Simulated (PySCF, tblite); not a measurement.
**C₇H₁₄B₂: geometry, infrared bands and NMR shifts**

Wanted: the infrared bands and NMR shifts of C₇H₁₄B₂ (`B[C@]1(CC)BCCC1=C`), by calculation.

Computed with tblite 0.8.0 and PySCF 2.14.0, with density-fitted response routines of our own, on a single molecule in the gas phase. Atoms count from 0, in the outputs and in this text.

## 1. The molecule as given

23 atoms, charge 0, multiplicity 1; geometry from: force field or distance geometry start.

Bonds of the start (Å): B0–C1 1.59, C1–C2 1.57, C2–C3 1.52, C1–B4 1.57, B4–C5 1.58, C5–C6 1.53, C6–C7 1.51, C7–C8 1.34, C7–C1 1.51, B0–H9 1.19, B0–H10 1.18, C2–H11 1.11, C2–H12 1.10, C3–H13 1.11, C3–H14 1.12, C3–H15 1.12, B4–H16 1.19, C5–H17 1.12, C5–H18 1.10, C6–H19 1.12, C6–H20 1.11, C8–H21 1.09, C8–H22 1.10.

## 2. Geometry optimisation with GFN2-xTB

Job settings and geometry (Å):

```
{"job": {"kind": "relax", "xc": "GFN2-xTB", "basis": "xTB"}, "charge": 0, "multiplicity": 1}
B     -0.437400     2.256700    -0.184700
C      0.084700     0.754000    -0.120500
C      1.407500     0.668200     0.724100
C      1.957200    -0.739100     0.885900
B      0.288000     0.228700    -1.585200
C     -0.664600    -0.994100    -1.902100
C     -1.457100    -1.204900    -0.615300
C     -0.982700    -0.177700     0.390100
C     -1.492800    -0.136300     1.628100
H     -1.030900     2.700800     0.749800
H      0.150500     3.043300    -0.835100
H      1.216600     1.091500     1.735900
H      2.178000     1.300300     0.251200
H      2.209700    -1.198500    -0.091700
H      1.227100    -1.387200     1.426600
H      2.885300    -0.701700     1.511700
H      1.072400     0.677200    -2.356100
H     -0.050700    -1.894300    -2.143600
H     -1.331800    -0.743400    -2.742900
H     -1.272600    -2.229100    -0.207800
H     -2.547900    -1.069400    -0.801000
H     -2.269000    -0.830300     1.937100
H     -1.144100     0.612400     2.355500
```

Launch:

```sh
OMP_NUM_THREADS=1 python probes_run.py task.json out
```

This one command runs all jobs of the session in turn.

**Question.** This job is followed by: GFN2-xTB harmonic vibrations, gas phase; GIAO PBE0/pcSseg-1 NMR shielding, non-relativistic, gas phase. Predict these results of the whole session: strongest single infrared mode (GFN2-xTB); zero-point energy (GFN2-xTB); 13C shifts against TMS (PBE0/pcSseg-1); 1H shifts against TMS (PBE0/pcSseg-1, means over atoms taken as alike); 11B shifts against BF3·OEt2 (PBE0/pcSseg-1); surface potential, 1st and 99th percentile.

**Answer**, as computed:

| quantity | value |
| --- | --- |
| strongest single infrared mode (GFN2-xTB) | 2668 cm⁻¹, 204 km/mol |
| zero-point energy (GFN2-xTB) | 120.4 kcal/mol |
| 13C shifts against TMS (PBE0/pcSseg-1) | 166.4, 110.1, 97.2, 38.9, 33.3, 32.6, 18.6 ppm |
| 1H shifts against TMS (PBE0/pcSseg-1, means over atoms taken as alike) | 8.29, 7.46, 5.43, 4.83, 3.45, 3.12, 3.02, 2.28, 1.87, 1.50, 0.92 ppm |
| 11B shifts against BF3·OEt2 (PBE0/pcSseg-1) | 97.8, 83.4 ppm |
| surface potential, 1st and 99th percentile | -0.60 V and 1.32 V |

Relaxing lowered the energy by 0.521 eV in 161 steps; the close pair that moved most is C3–H15, from 1.120 to 1.089 Å. All 63 modes are real, so the xTB geometry is a minimum. Unscaled tight-binding wavenumbers are off by several per cent, some by more. Its intensities can rank the bands wrongly. At PBE0/pcSseg-1, counted by nearest atom on the grid, the HOMO lies on C8 36 %; C7 24 %, the LUMO on B0, B4 about 28 % each; H9, H10, H16 about 8 % each.
